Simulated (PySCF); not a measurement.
# GeCl: changing the method

What do other methods print for GeCl?

Method: method and basis as typed in the scripts; program: PySCF 2.14.0.

4 further runs of the same task are left out: 4 that didn't finish.

**1. The system as given**

GeCl: 2 atoms, charge 0, spin multiplicity 2.

Bond lengths: Ge1–Cl2 2.130 Å.

**2. The base run**

File input.py:

```python
from pyscf import gto, dft

mol = gto.M(
    atom='Ge 0 0 0; Cl 0 0 2.13',
    basis='lanl2dz',
    ecp={'Ge': 'lanl2dz', 'Cl': 'lanl2dz'},
    charge=0,
    spin=1,
    verbose=4,
)
mf = dft.UKS(mol, xc='pbe')
mf.kernel()
mf.mulliken_pop()
mf.dip_moment()
print('orbital energies (hartree):', [e[max(0, n-3):n+3].round(4) for e, n in zip(mf.mo_energy, mol.nelec)])
```

Command:

```console
$ python input.py
```

**3. Pw91**

Run 1 changes functional: pbe → pw91.

input.py: that of step 2 with these lines changed.

```diff
@@ -10,3 +10,3 @@
 )
-mf = dft.UKS(mol, xc='pbe')
+mf = dft.UKS(mol, xc='pw91')
 mf.kernel()
```

**4. 0.5*hf+0.5*b88,lyp**

Run 2 changes functional: pbe → 0.5*hf+0.5*b88,lyp.

input.py: that of step 2 with these lines changed.

```diff
@@ -10,3 +10,3 @@
 )
-mf = dft.UKS(mol, xc='pbe')
+mf = dft.UKS(mol, xc='0.5*hf+0.5*b88,lyp')
 mf.kernel()
```

**5. X3lyp**

Run 3 changes functional: pbe → x3lyp.

input.py: that of step 2 with these lines changed.

```diff
@@ -10,3 +10,3 @@
 )
-mf = dft.UKS(mol, xc='pbe')
+mf = dft.UKS(mol, xc='x3lyp')
 mf.kernel()
```

**6. MP2 (UHF)**

Run 4 changes step after the SCF: analyze → mp2; SCF type: UKS → UHF; functional: pbe → none (Hartree–Fock).

input.py: that of step 2 with these lines changed.

```diff
@@ -1,2 +1,2 @@
-from pyscf import gto, dft
+from pyscf import gto, scf, mp
 
@@ -10,5 +10,5 @@
 )
-mf = dft.UKS(mol, xc='pbe')
+mf = scf.UHF(mol)
 mf.kernel()
-mf.mulliken_pop()
+mp.MP2(mf).kernel()
 mf.dip_moment()
```

**7. TDDFT**

Run 5 changes step after the SCF: analyze → tddft; number of roots: none → 5.

input.py: that of step 2 with these lines changed.

```diff
@@ -1,2 +1,2 @@
-from pyscf import gto, dft
+from pyscf import gto, dft, tdscf
 
@@ -12,3 +12,6 @@
 mf.kernel()
-mf.mulliken_pop()
+td = tdscf.TDDFT(mf)
+td.nstates = 5
+td.kernel()
+td.analyze(verbose=3)
 mf.dip_moment()
```

**8. SCF alone**

Run 6 changes step after the SCF: analyze → none.

input.py: that of step 2 with these lines changed.

```diff
@@ -12,3 +12,2 @@
 mf.kernel()
-mf.mulliken_pop()
 mf.dip_moment()
```

**Question.** What will these runs give? Wanted: for each run, E(SCF); from base; gap, α spin; SCF dipole; after the SCF.

**Answer**, as computed:

```csv
run,E(SCF) (hartree),from base (eV),cycles,"gap, α spin (eV)",SCF dipole (D),after the SCF
base,-18.698050,0,9,0.09,1.71,n/a
pw91,-18.715073,not comparable,9,0.09,1.72,n/a
"0.5*hf+0.5*b88,lyp",-18.627653,not comparable,9,3.78,2.42,n/a
x3lyp,-18.671599,not comparable,9,1.70,2.05,n/a
MP2 (UHF),-18.346823,not comparable,10,7.46,2.84,MP2 correlation -1.486 eV
TDDFT,-18.698050,0.0000,9,0.09,1.71,lowest root found 3.14 eV
SCF alone,-18.698050,0.0000,9,0.09,1.71,n/a
```

**Reading.** The α-spin gap between the frontier levels is 0.1 eV with pbe (0 % exact exchange) and 1.7 eV with x3lyp (22 %): exact exchange opens it. Total energies of different functionals can't be compared with each other; differences within one functional can.
